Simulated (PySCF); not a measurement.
# C₂H₈FSSi₂+: circular dichroism and optical rotation

Wanted: circular dichroism and optical rotation for C₂H₈FSSi₂+ (`C[S@@+]1[SiH2]C[Si@H]1F`).

Computed with PySCF 2.14.0 and routines of our own; the level stands in each step. Atoms count from 0.

## Step 1: The starting structure

14 atoms, charge 1, multiplicity 1; geometry from: GFN2-xTB.

## Step 2: Circular dichroism and optical rotation: TDDFT CAM-B3LYP/def2-SVPD

Job settings and geometry (Å):

```
{"job": {"kind": "ecd", "xc": "CAM-B3LYP", "basis": "def2-SVPD", "nstates": 12}, "charge": 1, "multiplicity": 1}
C      2.168863     0.158734     0.052616
S      0.791188    -0.812633     0.739517
Si    -0.843348     0.740232     1.276111
C     -1.870006     0.068011    -0.208362
Si    -0.613398    -1.096633    -1.044034
F      0.150588    -0.301715    -2.197950
H      1.805236     0.913619    -0.635664
H      2.694201     0.612757     0.886768
H      2.828225    -0.533559    -0.461641
H     -1.246259     0.336580     2.610748
H     -0.177821     2.020329     1.076342
H     -2.231721     0.847041    -0.882992
H     -2.763938    -0.458212     0.129520
H     -0.692488    -2.495024    -1.363146
```

With the program's defaults for keys left out, this is: TDDFT CAM-B3LYP/def2-SVPD circular dichroism and optical rotation, one conformer, gas phase.

Started as:

```console
$ OMP_NUM_THREADS=1 python excited_run.py task.json out
```

The driver reads the jobs from task.json and runs them one after another.

The log of the run:

```text
coarse grid: 13096 points
cycle   1  E = -1157.1758309194  dE =  7.128e-01  |g| = 5.923e-01  |ddm| = 4.442e+00
cycle   2  E = -1157.1695964151  dE =  6.235e-03  |g| = 7.242e-01  |ddm| = 1.430e+00
cycle   3  E = -1157.2580713260  dE = -8.847e-02  |g| = 8.481e-02  |ddm| = 6.521e-01
cycle   4  E = -1157.2594291456  dE = -1.358e-03  |g| = 2.456e-02  |ddm| = 1.570e-01
cycle   5  E = -1157.2595885906  dE = -1.594e-04  |g| = 6.469e-03  |ddm| = 4.353e-02
cycle   6  E = -1157.2595997559  dE = -1.117e-05  |g| = 1.887e-03  |ddm| = 1.038e-02
cycle   7  E = -1157.2596008249  dE = -1.069e-06  |g| = 4.294e-04  |ddm| = 3.709e-03
final grid: 112600 points
cycle   8  E = -1157.3950730250  dE = -1.767e-05  |g| = 2.780e-03  |ddm| = 3.500e-02
cycle   9  E = -1157.3950730024  dE =  2.267e-08  |g| = 2.990e-03  |ddm| = 7.414e-03
cycle  10  E = -1157.3950748508  dE = -1.848e-06  |g| = 3.071e-04  |ddm| = 2.967e-03
cycle  11  E = -1157.3950748657  dE = -1.485e-08  |g| = 1.272e-04  |ddm| = 3.989e-04
cycle  12  E = -1157.3950748691  dE = -3.448e-09  |g| = 2.681e-05  |ddm| = 1.998e-04
cycle  13  E = -1157.3950748693  dE = -2.387e-10  |g| = 5.634e-06  |ddm| = 5.603e-05
converged SCF energy = -1157.3950748693

Singlet excitations and rotatory strengths (1e-40 esu^2 cm^2)
state   eV       nm     f(len)   f(vel)    R(len)    R(vel)   main configurations
  1   6.2709   197.7  0.00698  0.00766    11.757    13.900   H->L 0.55, H->L+1 0.40
  2   6.6628   186.1  0.01205  0.01450    -9.411   -10.972   H->L+1 0.51, H->L 0.34, H->L+2 0.09
  3   6.9110   179.4  0.01457  0.01649    -3.708    -3.274   H-1->L 0.74, H->L+2 0.08
  4   7.0122   176.8  0.00429  0.00551    25.807    26.875   H->L+2 0.65, H-1->L 0.13
  5   7.2165   171.8  0.00219  0.00229    -0.708    -1.039   H-1->L+1 0.81, H->L+2 0.08
  6   7.5832   163.5  0.02138  0.02354    -4.850    -5.332   H-2->L+1 0.56, H-2->L 0.26
  7   7.8484   158.0  0.05930  0.06084   -47.264   -48.059   H-2->L 0.31, H-3->L 0.25, H-2->L+1 0.23
  8   7.9674   155.6  0.00937  0.00966    52.224    53.479   H-3->L 0.51, H-1->L+2 0.22
  9   8.0664   153.7  0.10643  0.11186    19.653    20.857   H-1->L+2 0.45, H-2->L 0.24, H-3->L 0.08
 10   8.3556   148.4  0.00075  0.00074    -1.118    -2.175   H->L+3 0.76, H-2->L+2 0.12
 11   8.5247   145.4  0.09986  0.10539   -79.112   -81.221   H-2->L+2 0.58
 12   8.7389   141.9  0.09975  0.10503    32.806    31.627   H->L+4 0.37, H-4->L 0.36

Specific rotation (deg / (dm g/mL))
    nm     length   length(OI)   velocity    alpha(len)  alpha(vel)
  633.0      20.45      20.99      28.99       86.728     87.876
  589.3      24.58      25.21      34.63       87.054     88.211
  546.0      30.13      30.88      42.14       87.463     88.631
  436.0      58.17      59.41      79.12       89.159     90.375
  405.0      74.02      75.50      99.54       89.934     91.172
  365.0     107.07     108.99     141.42       91.284     92.562
  355.0     119.00     121.06     156.36       91.707     92.998
```

Wall time 84 s (1 thread of Arm Neoverse V1, shared host); peak memory 0.96 GiB.

## Step 3: Results

```
                                                                                       quantity                                                          value
state of largest rotatory strength (velocity form) among 12 (step 2, TDDFT CAM-B3LYP/def2-SVPD)  8.52 eV, R = -81.2 (velocity), -79.1 (length) ·10⁻⁴⁰ esu² cm²
                              specific rotation at 633.0 nm (step 2, TDDFT CAM-B3LYP/def2-SVPD)                                 29.0 (velocity), 20.4 (length)
```

What this shows: Rotations belong to one conformer. The length form depends on the origin in a finite basis.
